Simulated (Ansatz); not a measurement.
# ClH8NOSi: search for a transition state

Wanted: the transition state of a ligand exchange through a proton shuttle (form Si1–N7, H6–O9, H2–H8 and break Si1–H2, H6–N7, H8–O9). The guess is relaxed with those distances held, a saddle search follows, and vibrations and two downhill relaxations check it.

Program: Ansatz 0.2.0, Gaussian basis. Level of theory: PBE0-D4, def2-SVP first, then def2-TZVP. These are calculated values, not measurements.

190 further runs of the same task are left out: 190 set aside as unsound or not needed.

**1. The system as given**

The guess: 12 atoms, charge 0, spin multiplicity 1.

Atoms are counted from 1 here; the program's logs count them from 0.

Bond lengths: Si1–H3 1.453 Å, Si1–H4 1.498 Å, Si1–Cl5 2.037 Å, Si1–N7 1.833 Å, H6–N7 1.293 Å, H6–O9 1.225 Å, N7–H10 1.010 Å, N7–H11 1.012 Å, O9–H12 0.960 Å. Angles: H3–Si1–H4 99.0°, H3–Si1–Cl5 129.5°, H3–Si1–N7 117.8°, H4–Si1–Cl5 96.7°, H4–Si1–N7 96.8°, Cl5–Si1–N7 107.4°, N7–H6–O9 164.4°, Si1–N7–H6 110.1°, Si1–N7–H10 110.6°, Si1–N7–H11 112.6°, H6–N7–H10 105.7°, H6–N7–H11 110.1°, H10–N7–H11 107.5°, H6–O9–H12 107.8°.

As a file:

```
Si   -1.1072   -0.0637   -0.7529
H     0.1042   -1.5274   -0.2014
H    -1.0058   -0.7805   -2.0129
H    -2.0004    1.0556   -1.1920
Cl   -2.1432   -0.5465    0.9327
H     1.0768    0.3220    0.5655
N     0.3127    0.9779   -0.2454
H     0.9224   -1.3508    0.4994
O     1.6504   -0.5600    1.1932
H     0.8897    1.2039   -1.0430
H     0.0235    1.8503    0.1791
H     1.2769   -0.5808    2.0777
```

Distances that are to change: Si1–N7 1.83 Å, H6–O9 1.23 Å, H2–H8 1.09 Å, Si1–H2 1.98 Å, H6–N7 1.29 Å, H8–O9 1.28 Å.

**2. Relaxing the guess with the reacting distances held**

hold/in.yaml reads:

```yaml
crystal:
  periodic: [false, false, false]
  atoms:
    - {symbol: Si, position_ang: [-1.107200, -0.063700, -0.752900]}
    - {symbol: H, position_ang: [0.104200, -1.527400, -0.201400]}
    - {symbol: H, position_ang: [-1.005800, -0.780500, -2.012900]}
    - {symbol: H, position_ang: [-2.000400, 1.055600, -1.192000]}
    - {symbol: Cl, position_ang: [-2.143200, -0.546500, 0.932700]}
    - {symbol: H, position_ang: [1.076800, 0.322000, 0.565500]}
    - {symbol: N, position_ang: [0.312700, 0.977900, -0.245400]}
    - {symbol: H, position_ang: [0.922400, -1.350800, 0.499400]}
    - {symbol: O, position_ang: [1.650400, -0.560000, 1.193200]}
    - {symbol: H, position_ang: [0.889700, 1.203900, -1.043000]}
    - {symbol: H, position_ang: [0.023500, 1.850300, 0.179100]}
    - {symbol: H, position_ang: [1.276900, -0.580800, 2.077700]}
basis:
  gaussian: {orbitals: def2-SVP}
hamiltonian: {xc: pbe0, dispersion: d4}
relax: {f_tol: 0.04, max_steps: 150, escape_saddle: false, constraints: [{distance: [0, 6]}, {distance: [5, 8]}, {distance: [1, 7]}, {distance: [0, 1]}, {distance: [5, 6]}, {distance: [7, 8]}]}
```

The run is started by

```sh
> ansatz run in.yaml --threads 4 --pin off --events-out ev --progress --plain --max-ram 9574MiB
```

Further steps of the session: Force constants to start from; Saddle search in the small basis; Saddle search in triple zeta; Checking the order of the point; Relaxing after a step of 0.30 Å one way along the mode; Relaxing after a step of 0.30 Å the other way along the mode.

What does the calculation give? Wanted: imaginary mode; barrier from the start side; barrier from the end side; energy of the step; pairs that change; zero-point energy at the saddle.

The runs gave:

| quantity | value |
| --- | --- |
| imaginary mode | 1456i cm⁻¹ |
| barrier from the start side | 1.564 eV |
| barrier from the end side | 1.629 eV |
| energy of the step | -0.065 eV |
| pairs that change | Si1–N7 formed, H2–H8 formed, H6–O9 formed, Si1–H2 broken, H6–N7 broken, H8–O9 broken |
| zero-point energy at the saddle | 2.304 eV |

What this shows: The point has a single imaginary mode (1456i cm⁻¹), as a transition state must. The two relaxations end on the structures that were planned. At PBE0-D4/def2-TZVP the electronic barrier is 1.564 eV, about 61 kT at 298 K, and the step runs 0.065 eV downhill. With so stiff a mode tunnelling counts: Wigner's rough correction is a factor of 3.1 at 298 K. A step off the saddle overshot and began above it in energy, so the link to its end is likely but not proven.
